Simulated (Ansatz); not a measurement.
Predict the output of the script below (Ansatz 0.2.0 through its Python package).

`field.py`:
```python
# -*- coding: utf-8 -*-
"""Response of BBrH2IN to a pair of distant point charges."""

import ansatz as az
from ase import Atoms
import numpy as np

atoms = Atoms(["N", "B", "Br", "I", "H", "H"], positions=[
    (0.3347, 0.9188, 0.1946),
    (0.1248, -0.5429, 0.025),
    (1.5675, -1.7604, 0.5927),
    (-1.6411, -1.3668, -0.8422),
    (-0.5104, 1.2877, 0.7511),
    (0.1666, 1.3996, -0.7673),
])
system = az.Crystal.molecule_from_ase(atoms)

setup = system.calculation().basis(gaussian="def2-SVPD").functional("hf").forces()
# charges +q and -q at -R and +R make a nearly even field 2 k q / R^2 at the centre
centre = np.mean([site.position_ang for site in system.cartesian_sites], axis=0)
field = 2 * 14.399645 * 3.0 / 30.0 ** 2


def dipole(axis, sign):
    arm = 30.0 * np.eye(3)[axis]
    pair = [{"charge": sign * 3.0, "position_ang": (centre - arm).tolist()}, {"charge": -sign * 3.0, "position_ang": (centre + arm).tolist()}]
    deck = setup.input().set(az.key.basis.gaussian.point_charges, pair)
    return np.array(az.Session.from_dict(deck).plan().execute().report["charge_distribution"]["dipole_moment_e_ang"])


print(f"field {field:.4f} V/A")
alpha = np.array([(dipole(axis, 1) - dipole(axis, -1)) / (2 * field) * 14.399645 for axis in range(3)])
print("polarisability tensor (A^3)")
print(np.array2string(alpha, precision=3, suppress_small=True))
print(f"mean {np.trace(alpha) / 3:.3f} A^3 = {np.trace(alpha) / 3 / 0.14818471:.2f} bohr^3")
```

```console
$ python field.py
field 0.0960 V/A
polarisability tensor (A^3)
[[13.167 -0.231  1.875]
 [-0.233 10.937  0.004]
 [ 1.86   0.006  9.766]]
mean 11.290 A^3 = 76.19 bohr^3
```

These settings explore the input space; basis and method may be short of convergence. The geometry is a force-field or estimated start, not a minimum of this method, and the basis set is short of its limit. The field of two point charges is only nearly even. def2 sets replace the cores of elements past krypton by effective core potentials. It ran for 32 s on 1 thread of Arm Neoverse V1 (shared host), peak memory 0.4 GiB.

(A comment or docstring line of the script was reworded after the run, the code is as it ran; lines on the test bed's own set-up are left out of the output.)
